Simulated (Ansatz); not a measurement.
Which YAML input does this script hand to the engine? (Ansatz 0.2.0, Python API)

Run as a notebook:

```python
import ansatz as az
from ase import Atoms
from ase.build import surface
from ase.constraints import FixAtoms
import numpy as np
```

```python
FUNCTIONAL = 'pbe'
CUTOFF_EV = 550
WIDTH_EV = 0.1
SCF_TOL = 1e-07
```

```python
atoms = Atoms(
    ['Al', 'Al', 'O'],
    scaled_positions=[
        (0.25, 0.25, 0.25),
        (0.75, 0.75, 0.75),
        (0.0, 0.0, 0.0),
    ],
    cell=[
        (0.0, 2.84571, 2.84571),
        (2.84571, 0.0, 2.84571),
        (2.84571, 2.84571, 0.0),
    ],
    pbc=True,
)
# the plane is named in the basis of this cell
slab = surface(atoms, (0, 0, 1), 3, vacuum=7.0)
slab.pbc = (True, True, False)
```

```python
print(slab.get_chemical_formula(), 'area {:.3f} A^2, cell height {:.2f} A'.format(np.linalg.norm(np.cross(slab.cell[0], slab.cell[1])), slab.cell[2, 2]))
# hold the lower half
slab.set_constraint(FixAtoms(mask=slab.positions[:, 2] < slab.positions[:, 2].mean()))
```

    Al6O3 area 14.026 A^2, cell height 23.04 A

```python
def prepared(structure):
    return (
        az.Crystal.from_ase(structure).calculation()
        .functional(FUNCTIONAL)
        .basis(CUTOFF_EV)
        .occupations(az.OccupationsMethod.COLD, width=WIDTH_EV)
        .scf(tolerance=SCF_TOL)
    )
```

```python
model = (
    prepared(slab)
    .kpoints(5, 5, 1)
    .relax(force_tolerance=0.03, max_steps=30)
)
done = model.run()
rep = done.report
```

    DeckWarning: crystal.periodic: the lattice vector that does not repeat stood 0.000° off the slab's normal, 23.036 Å along it as the deck builds it. The run solves the slab on a vector along the [...]

```python
done.lattice.cell_ang
```

    array([[ 4.02444168,  0.        ,  0.        ],
           [ 2.01222084,  3.48526873,  0.        ],
           [ 0.        ,  0.        , 41.87268578]])

```python
print(f'slab free energy {rep["free_energy_ev"]:.4f} eV, Fermi level {rep["fermi_energy_ev"]:.3f} eV')
```

    slab free energy -4921.1117 eV, Fermi level -4.914 eV

```python
print('atom   z before  z after (A)')
for atom, site in zip(slab, done.lattice.sites):
    print(f'{atom.symbol:3s} {atom.z:9.3f} {site.position_ang[2]:9.3f}')
```

    atom   z before  z after (A)
    Al      7.821     7.821
    Al      9.464     9.464
    O       7.000     7.000
    Al     11.107    11.107
    Al     12.750    13.845
    O      10.286    10.286
    Al     14.393    15.491
    Al     16.036    16.878
    O      13.572    12.826

`input.yaml`:
```yaml
crystal:
  lattice:
    - [4.02444167658074, 0.0, 0.0]
    - [2.01222083829037, 3.485268727967759, 0.0]
    - [0.0, 0.0, 23.036342889945857]
  periodic: [true, true, false]
  atoms:
    - { symbol: Al, position: [0.3333333333333333, 0.33333333333333337, 0.33952809934433953] }
    - { symbol: Al, position: [-4.663856506882966e-17, 0.9999999999999999, 0.41084894408018857] }
    - { symbol: O, position: [0.0, 0.0, 0.3038676769764149] }
    - { symbol: Al, position: [0.6666666666666667, 0.6666666666666666, 0.4821697888160377] }
    - { symbol: Al, position: [0.33333333333333326, 0.33333333333333326, 0.5534906335518868] }
    - { symbol: O, position: [0.3333333333333333, 0.33333333333333337, 0.4465093664481132] }
    - { symbol: Al, position: [0.9999999999999998, 0.0, 0.624811478287736] }
    - { symbol: Al, position: [0.6666666666666666, 0.6666666666666667, 0.6961323230235851] }
    - { symbol: O, position: [0.6666666666666666, 0.6666666666666667, 0.5891510559198114] }
basis:
  ecutwfc: 550.0
kpoints:
  mp_grid:
    grid: [5, 5, 1]
hamiltonian:
  xc: pbe
scf:
  convergence:
    dr2_threshold: 1.0e-07
  occupations:
    method: cold
    width: 0.1
relax:
  f_tol: 0.03
  max_steps: 30
  constraints:
    - { sites: [0, 1, 2, 3, 5], fix: xyz }
```

Total energies depend on the potentials; only differences at equal settings carry meaning. A total without «per atom» is that of the cell as typed. The relaxation stopped at 0.019 eV/Å, so the energy gained is a lower bound and displacements are uncertain. Only differences from the Fermi energy are physical; the zero of the scale is a convention. The structure comes from a database of computed cells and needn't be a stable or known phase. Warnings are shown shortened and without file and line. The slab is thin and cut from the structure as given; a cut can leave two unlike or polar faces, and the surface energy is then their mean. Miller indices refer to the vectors of the cell as typed, and the lattice isn't relaxed for this functional, so relaxation and surface energy can hold strain. Wall time of the script: 2.8 min on 1 thread of Arm Neoverse V2, with other jobs on the host, peak memory 0.83 GiB.

(Lines on the test bed's own set-up are left out of the output.)
